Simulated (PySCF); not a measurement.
**CaS: bond curves at several levels of theory**

The task here is to estimate one member of a computed series from the others.

The runs use PySCF 2.14.0; Ca pcseg-1, S pcseg-1, no relativity.

The first run:

The job is set up so:

```yaml
atoms: Ca, S
charge: 0
basis: Ca pcseg-1, S pcseg-1
Hamiltonian: no relativity
basis_functions: 42
electrons_treated: 36
masses_in_u: 39.9626, 31.9721
levels: PBE0, PBE, r²SCAN, B97-3, TPSS, r²SCANh, HF, MP2, SCS-MP2, CCSD, CCSD(T)
grid: 80 radial by 434 angular points
occupations: held fixed by the projection of orbital angular momentum
dissociation_limit: Ca + S, each in its ground configuration
starting_distance_in_angstrom: 2.575
values_of_2S_to_try: 0, 2
```

Launch:

```
> OMP_NUM_THREADS=1 python dia.py task.json out
```

Steps of the session up to this table: Input; PBE0 along the bond; Other states along the same grid; PBE (GGA); r²SCAN; B97-3 (global hybrid GGA); TPSS (meta-GGA); r²SCANh (hybrid meta-GGA); RHF (mean field); Correlated methods on the Hartree–Fock reference.

One of the session's tables, all rows but one given; the rest of the session is left out.

Energy (eV) from each level's lowest point:

```
R (Å)    RHF  RHF-MP2  RHF-SCS-MP2  RHF-CCSD  RHF-CCSD(T)
1.986  1.679    1.624        1.668       n/a          n/a
2.078  0.844    0.842        0.871     0.893        0.938
2.171      ?        ?            ?         ?            ?
2.240  0.124    0.153        0.163     0.170        0.198
2.309  0.019    0.039        0.044     0.047        0.062
2.378  0.000    0.000        0.000     0.000        0.000
2.471  0.074    0.032        0.028     0.027        0.003
2.586  0.278    0.164        0.155     0.157        0.102
2.725  0.613    0.404        0.385     0.391        0.308
2.909  1.108    0.808        0.761       n/a          n/a
```

Estimate the missing values for R (Å) = 2.171.

Worked estimate for «RHF». A straight line through the neighbours (2.078, 0.844) and (2.240, 0.124) gives 0.844 + (0.124 − 0.844) × (2.171 − 2.078) / (2.240 − 2.078) = 0.431; a parabola fitted to 4 rows on both sides gives 0.323.

**Answer.** RHF: 0.338; RHF-MP2: 0.363; RHF-SCS-MP2: 0.380; RHF-CCSD: 0.393; RHF-CCSD(T): 0.430. In «RHF» the line misses by +0.093 and the parabola by -0.015.

State 2 has its PBE0 minimum 0.91 eV higher. State 4 has its PBE0 minimum 1.50 eV higher. The other levels ran on the lowest alone.
